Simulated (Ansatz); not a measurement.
**F₃H₂NbO₂: small, medium and large basis sets**

An exercise on one series of results from a longer session: the logs are not shown, and one member is left open.

Computed with Ansatz 0.2.0, Gaussian basis. Level: one geometry, several basis sets.

Plan: PBE0-D4/def2-SVP; ωB97M-V/def2-SVP; PBE0-D4/def2-QZVPP; ωB97M-V/def2-QZVPP; the functionals' def2-TZVPP values are taken from earlier runs.

**Structure used throughout**

All runs share one geometry, relaxed beforehand with PBE0-D4 in a triple-zeta def2 set. Nb takes the def2 core potential; no spin-orbit term is included.

SMILES `[OH][Nb]([OH])([F])([F])[F]`, 8 atoms, charge 0, spin multiplicity 1.

Atoms are counted from 1 here; the program's logs count them from 0.

Bond lengths: O1–Nb2 1.872 Å, O1–H7 0.955 Å, Nb2–O3 1.867 Å, Nb2–F4 1.860 Å, Nb2–F5 1.872 Å, Nb2–F6 1.859 Å, O3–H8 0.961 Å. Angles: Nb2–O1–H7 161.9°, O1–Nb2–O3 95.5°, O1–Nb2–F4 89.5°, O1–Nb2–F5 171.7°, O1–Nb2–F6 89.9°, O3–Nb2–F4 116.6°, O3–Nb2–F5 92.8°, O3–Nb2–F6 116.3°, F4–Nb2–F5 86.4°, F4–Nb2–F6 127.0°, F5–Nb2–F6 86.8°, Nb2–O3–H8 124.8°.

Set-up of the first run:

Contents of in.yaml:

```yaml
crystal:
  periodic: [false, false, false]
  atoms:
    - {symbol: O, position_ang: [-0.311830, -1.073659, 0.991630]}
    - {symbol: Nb, position_ang: [-0.174889, 0.414763, -0.135402]}
    - {symbol: O, position_ang: [1.378040, -0.157191, -0.999449]}
    - {symbol: F, position_ang: [-1.789652, -0.057528, -0.928385]}
    - {symbol: F, position_ang: [-0.270542, 1.984102, -1.150623]}
    - {symbol: F, position_ang: [0.064740, 1.511581, 1.345989]}
    - {symbol: H, position_ang: [-0.642393, -1.700107, 1.631678]}
    - {symbol: H, position_ang: [1.838726, -0.979162, -0.811138]}
basis:
  gaussian: {orbitals: def2-SVP}
hamiltonian: {xc: pbe0, dispersion: d4}
output: {orbitals: {seedname: orbitals}}
```

On the command line:

```console
$ ansatz run in.yaml --threads 4 --pin off --events-out ev --progress --plain --max-ram 10444MiB
```

Steps of the session up to this table: PBE0-D4 in def2-SVP; ωB97M-V in def2-SVP; PBE0-D4 in def2-QZVPP; ωB97M-V in def2-QZVPP.

One of the session's tables, all rows but one given; the rest of the session is left out.

It belongs to the step «Density functionals: the series». 

| functional | basis | HOMO (eV) | LUMO (eV) |
| --- | --- | --- | --- |
| PBE0-D4 | def2-SVP | -10.16 | -2.32 |
| PBE0-D4 | def2-TZVPP | -10.23 | -2.33 |
| PBE0-D4 | def2-QZVPP | -10.26 | -2.36 |
| ωB97M-V | def2-SVP | -12.60 | -0.08 |
| ωB97M-V | def2-TZVPP | -12.68 | -0.13 |
| ωB97M-V | def2-QZVPP | ? | ? |

Estimate the missing values for ωB97M-V, def2-QZVPP.

**Answer.** HOMO (eV): -12.71; LUMO (eV): -0.20. In the column «HOMO (eV)» it is the lowest.
